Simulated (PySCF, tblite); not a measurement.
**C6H8N2S: geometry, infrared bands and NMR shifts**

Aim: predict the infrared bands and NMR shifts of C6H8N2S (`C=Cc1cc(SC)n[nH]1`).

Computed with tblite 0.8.0 and PySCF 2.14.0, with density-fitted response routines of our own, on a single molecule in the gas phase. Atoms count from 0, in the outputs and in this text.

## Step 1: The molecule as given

17 atoms, charge 0, multiplicity 1; geometry from: force field or distance geometry start.

Bonds of the start (Å): C0–C1 1.34, C1–C2 1.43, C2–C3 1.36, C3–C4 1.40, C4–S5 1.73, S5–C6 1.81, C4–N7 1.34, N7–N8 1.35, N8–C2 1.37, C0–H9 1.09, C0–H10 1.10, C1–H11 1.08, C3–H12 1.10, C6–H13 1.10, C6–H14 1.09, C6–H15 1.09, N8–H16 1.01.

## Step 2: Geometry optimisation with GFN2-xTB

The job: settings as JSON, then the geometry in Å.

```
{"job": {"kind": "relax", "xc": "GFN2-xTB", "basis": "xTB"}, "charge": 0, "multiplicity": 1}
C     -3.400400    -0.772500     0.283900
C     -2.516400    -0.412700    -0.652900
C     -1.148400    -0.194100    -0.304600
C     -0.397000    -0.224500     0.833800
C      0.904900     0.112500     0.443000
S      2.271400     0.213900     1.506800
C      3.593700     0.695500     0.367300
N      0.987100     0.364600    -0.868400
N     -0.275000     0.165600    -1.298300
H     -3.158700    -0.901000     1.336100
H     -4.448300    -0.941500     0.007100
H     -2.845800    -0.309000    -1.672200
H     -0.736300    -0.476500     1.849600
H      4.532300     0.790800     0.926600
H      3.732600    -0.060100    -0.399200
H      3.369400     1.656300    -0.086000
H     -0.472300     0.304600    -2.282600
```

Run with:

```sh
OMP_NUM_THREADS=1 python probes_run.py task.json out
```

The driver reads the jobs from task.json and runs them one after another.

**Question.** This job is followed by: GFN2-xTB harmonic vibrations, gas phase; GIAO PBE0/pcSseg-1 NMR shielding, non-relativistic, gas phase. What will the session give for the following? strongest single infrared mode (GFN2-xTB); zero-point energy (GFN2-xTB); 13C shifts against TMS (PBE0/pcSseg-1); 1H shifts against TMS (PBE0/pcSseg-1, means over atoms taken as alike); 33S shifts against CS2 (PBE0/pcSseg-1); 15N shifts against NH3 (PBE0/pcSseg-1).

The runs gave:

```
                                                              quantity                                        value
                             strongest single infrared mode (GFN2-xTB)                         1382 cm⁻¹, 83 km/mol
                                          zero-point energy (GFN2-xTB)                                80.9 kcal/mol
                                13C shifts against TMS (PBE0/pcSseg-1)  156.4, 148.1, 130.5, 122.1, 103.3, 18.8 ppm
1H shifts against TMS (PBE0/pcSseg-1, means over atoms taken as alike)       8.94, 6.54, 6.49, 6.13, 5.58, 2.51 ppm
                                33S shifts against CS2 (PBE0/pcSseg-1)                                      -22 ppm
                                15N shifts against NH3 (PBE0/pcSseg-1)                             320.2, 218.4 ppm
```

What this shows: Relaxing lowered the energy by 0.129 eV in 42 steps; the close pair that moved most is C3–H12, from 1.100 to 1.069 Å. No mode is imaginary among the 45: a minimum at this level. The strongest single mode, at 1382 cm⁻¹, moves mainly C4 and C3. GFN2-xTB is a fitted tight-binding method: band positions and strengths are rough. Its intensities can rank the bands wrongly. NICS(1)zz of -26 ppm above the planar ring from C2 marks a diatropic (aromatic) ring current.
